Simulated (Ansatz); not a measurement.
# C3H5B: the cost of one run

Method: RKS PBE0-D4/def2-TZVP; program: Ansatz 0.2.0.

**1. The system as given**

SMILES `BC#CC`, 9 atoms, charge 0, spin multiplicity 1.

Atoms are counted from 1 here; the program's logs count them from 0.

Bond lengths: B1–C2 1.501 Å, B1–H5 1.218 Å, B1–H6 1.218 Å, C2–C3 1.238 Å, C3–C4 1.451 Å, C4–H7 1.111 Å, C4–H8 1.110 Å, C4–H9 1.110 Å. Angles: C2–B1–H5 120.4°, C2–B1–H6 120.4°, H5–B1–H6 119.2°, B1–C2–C3 179.3°, C2–C3–C4 179.8°, C3–C4–H7 109.8°, C3–C4–H8 111.5°, C3–C4–H9 112.2°, H7–C4–H8 107.0°, H7–C4–H9 107.5°, H8–C4–H9 108.6°.

As a file:

```xyz
9
charge 0, multiplicity 1
B    -0.0806    2.0781   -1.0501
C    -0.0216    0.7419   -0.3694
C     0.0118   -0.3627    0.1879
C     0.0544   -1.6581    0.8396
H     0.1969    2.1805   -2.2312
H    -0.4087    3.0721   -0.4280
H     1.1020   -1.9084    1.1132
H    -0.3060   -2.4643    0.1664
H    -0.5483   -1.6791    1.7716
```

This geometry comes from a loose relaxation at PBE in a small basis, which is not shown.

**3. The grid**

First coordinate, angle C2–C3–C4 (carried through 180): 13 values from 140.0 to 220.0 °. Second coordinate, change of the bonds C3–C2, C3–C4, all alike: 13 values from −0.146 to 0.226 Å.

Nothing else is relaxed (all other coordinates rigid). Energies count from the relaxed molecule at the same level. Points are written as (first, second).

(The set-up runs are not shown.)

**4. The run at (166.7°, 0.164 Å)**

input.yaml reads:

```yaml
crystal:
  periodic: [false, false, false]
  atoms:
    - { symbol: B, position_ang: [0.23907, 2.197283, -1.110411] }
    - { symbol: C, position_ang: [0.1183, 0.86915, -0.438257] }
    - { symbol: C, position_ang: [0.003741, -0.35582, 0.181652] }
    - { symbol: C, position_ang: [0.242209, -1.775659, 0.89859] }
    - { symbol: H, position_ang: [0.581858, 2.263127, -2.253658] }
    - { symbol: H, position_ang: [-0.006784, 3.199956, -0.507874] }
    - { symbol: H, position_ang: [1.307345, -1.903886, 1.112632] }
    - { symbol: H, position_ang: [-0.06418, -2.600458, 0.250247] }
    - { symbol: H, position_ang: [-0.301781, -1.847862, 1.843245] }
basis:
  gaussian: { orbitals: def2-TZVP }
hamiltonian:
  xc: pbe0
  dispersion: d4
output:
  forces: true
```

Started as:

```console
ansatz run input.yaml --threads 1 --pin off --max-ram 2560MiB --backend cpu --events-out ev --progress --plain --runs-dir out
```

What time and memory should one allow on 1 thread of Intel Xeon Platinum 8488C (Sapphire Rapids), shared host?

About 3 s, with a peak of 0.27 GiB.
